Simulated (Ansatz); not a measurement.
# LaN: a single-point run

Wanted: a converged single-point run for LaN, and a check of what comes out. The structure is shown as the input types it. The cell is built on a prototype (CsCl type) and needn't be the phase found in nature.

Method: density functional or hybrid calculation with the settings of its input, plane waves (as first typed), in Ansatz 0.2.0.

4 further runs of the same task are left out: 4 that didn't finish.

### Step 1. The structure to begin with

The structure is cubic, space group Pm-3m (No. 221). Conventional cell: a = 3.166 Å, b = 3.166 Å, c = 3.166 Å, α = 90.00°, β = 90.00°, γ = 90.00°. La (site symmetry m-3m) is surrounded by 8 N at 2.74 Å. N (site symmetry m-3m) is surrounded by 8 La at 2.74 Å.

Structure file:

```
La N
1.0
     3.16612    0.00000    0.00000
     0.00000    3.16612    0.00000
     0.00000    0.00000    3.16612
La N
1 1
Direct
  0.00000 0.00000 0.00000
  0.50000 0.50000 0.50000
```

### Step 2. The run

File input.yaml:

```yaml
crystal:
  lattice:
    - [3.1661152582, 0.0, 0.0]
    - [0.0, 3.1661152582, 0.0]
    - [0.0, 0.0, 3.1661152582]
  atoms:
    - { symbol: La, position: [0.0, 0.0, 0.0] }
    - { symbol: "N", position: [0.5, 0.5, 0.5] }
kpoints:
  mp_grid: { grid: [6, 6, 6] }
hamiltonian:
  xc: r2scan
scf:
  occupations: { method: fermi_dirac, width: 0.02 }
  n_extra_bands: 4
  max_iter: 69
output:
  forces: true
  stress: true
  eigenvalues: true
basis:
  ecutrho_ratio: 2
```

Started as:

```console
$ ansatz run input.yaml --threads 4 --pin off --max-ram 3686MiB --backend cpu --events-out ev --progress --plain --runs-dir out
```

What happens when this is run?

The program finished normally, with warnings (cutoff below recommended). Its log warns: «basis.ecutrho_ratio = 2 (ecutrho = 1000 eV) is below the records' recommended 2000 eV»

In the input, basis.ecutrho_ratio is 2. The density cutoff must be at least four times the energy cutoff of the waves.

The test: delete basis.ecutrho_ratio (the default then holds).
